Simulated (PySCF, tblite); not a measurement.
# CH₈F₃P₃Si₂: infrared bands and NMR shifts

What infrared bands and NMR shifts should CH₈F₃P₃Si₂ (`FC(F)(F)P([SiH3])PP[SiH3]`) show?

Computed with tblite 0.8.0 and PySCF 2.14.0, with density-fitted response routines of our own, on a single molecule in the gas phase. Atoms are numbered from 0 throughout.

## (1) The starting structure

17 atoms, charge 0, multiplicity 1; geometry from: GFN2-xTB.

Bonds of the start (Å): F0–C1 1.35, C1–F2 1.34, C1–F3 1.34, C1–P4 1.87, P4–Si5 2.27, P4–P6 2.17, P6–P7 2.16, P7–Si8 2.25, Si5–H9 1.46, Si5–H10 1.47, Si5–H11 1.46, P6–H12 1.40, P7–H13 1.39, Si8–H14 1.46, Si8–H15 1.46, Si8–H16 1.47.

## (2) Vibrational analysis with GFN2-xTB

What the job is given:

```
{"job": {"kind": "ir", "xc": "GFN2-xTB", "basis": "xTB"}, "charge": 0, "multiplicity": 1}
F     -2.213796    -1.051406    -1.428425
C     -2.154084    -1.685007    -0.241658
F     -3.425277    -1.952148     0.095972
F     -1.563513    -2.863895    -0.479469
P     -1.280389    -0.737721     1.112280
Si    -2.283740     1.240622     0.630096
P      0.527844    -0.514118    -0.065637
P      1.599968     0.788068     1.290318
Si     3.634713     0.473099     0.375284
H     -1.845669     2.130663     1.705640
H     -1.865492     1.743644    -0.683022
H     -3.717386     0.956673     0.677008
H      1.109934    -1.683350     0.438423
H      1.301110     1.929556     0.554170
H      3.607517     0.509641    -1.088886
H      4.452064     1.561346     0.909125
H      4.109197    -0.833638     0.838332
```

**Question.** This job is followed by: GIAO PBE0/pcSseg-1 NMR shielding, non-relativistic, gas phase. What will the session give for the following? strongest single infrared mode (GFN2-xTB); zero-point energy (GFN2-xTB); ¹³C shifts against TMS (PBE0/pcSseg-1); ¹H shifts against TMS (PBE0/pcSseg-1, means over atoms taken as alike); ¹⁹F shifts against CFCl3 (PBE0/pcSseg-1, means over atoms taken as alike); ³¹P shifts against H3PO4 (PBE0/pcSseg-1); ²⁹Si shifts against TMS (PBE0/pcSseg-1).

The runs gave:

| quantity | value |
| --- | --- |
| strongest single infrared mode (GFN2-xTB) | 733 cm⁻¹, 725 km/mol |
| zero-point energy (GFN2-xTB) | 51.4 kcal/mol |
| ¹³C shifts against TMS (PBE0/pcSseg-1) | 142.5 ppm |
| ¹H shifts against TMS (PBE0/pcSseg-1, means over atoms taken as alike) | 4.26, 4.24, 3.41, 1.37 ppm |
| ¹⁹F shifts against CFCl3 (PBE0/pcSseg-1, means over atoms taken as alike) | -59.1 ppm |
| ³¹P shifts against H3PO4 (PBE0/pcSseg-1) | -119.6, -159.9, -267.5 ppm |
| ²⁹Si shifts against TMS (PBE0/pcSseg-1) | -73.0, -75.6 ppm |

What this shows: No mode is imaginary among the 45: a minimum at this level. The strongest single mode, at 733 cm⁻¹, is carried by H9, H11, H16, H15. GFN2-xTB is a fitted tight-binding method: band positions and strengths are rough. Its intensities can rank the bands wrongly. At PBE0/pcSseg-1: Shielding is most anisotropic at P4 (span 301 ppm, paramagnetic term -530 ppm).
